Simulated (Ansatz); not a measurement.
Runs of Ansatz 0.2.0 on Ta4NiO11. The typed cell holds 16 atoms: a = 5.293 Å, b = 5.336 Å, c = 7.911 Å, α = 90.30°, β = 93.72°, γ = 90.45°. The cell was built by a generator and needn't be a form met in nature.

| task | level | cell | k mesh | points for each segment of the path | target pressure (GPa) | gap on the mesh (eV) | pressure (GPa) | moment (μB) | largest force (eV/Å) |
| --- | --- | --- | --- | --- | --- | --- | --- | --- | --- |
| band structure | PBEsol | as given | 5 × 5 × 4 | 10 | - | 1.10 | -5.3 | 2.00 | 0.20 |
| relaxation of cell and atoms | PBEsol | relaxed | 4 × 4 × 3 | - | - | 1.11 | 0.0 | 2.00 | 0.01 |
| relaxation of cell and atoms | PBE | relaxed to 2 GPa | 4 × 4 × 3 | - | 2 | (a) | 2.0 | 2.00 | 0.01 |
| relaxation of cell and atoms | PBE | relaxed to 5 GPa | 4 × 4 × 3 | - | 5 | (b) | 5.0 | 2.00 | 0.01 |
| band structure | revPBE | as given | 5 × 5 × 4 | 10 | - | 1.39 | 2.7 | 2.00 | (c) |

Alike in all rows: potentials or basis Ansatz PAW; spin collinear, ferromagnetic start; cutoff (eV) 420; smearing fermi-dirac 0.05 eV.

Fill in the values left out.

(a) 1.28; (b) 1.26; (c) 0.09.

Caveats: spin-orbit coupling is left out, which moves the levels of the heavy elements; a cell with one magnetic atom can't hold antiferromagnetic order, which such compounds often take; the PAW data sets come from PBE, with cores solved anew for the run's functional, which leaves a small shift of forces and pressure (some runs); odd divisions of the mesh miss points on the zone boundary, where band edges often lie, so the gap on the mesh can be too wide (some runs); the plane-wave basis is chosen anew once the cell has moved, so the energies of steps on either side of that aren't comparable (some runs).

A k mesh can miss the band edges, and the runs leave out spin-orbit coupling on Ta.
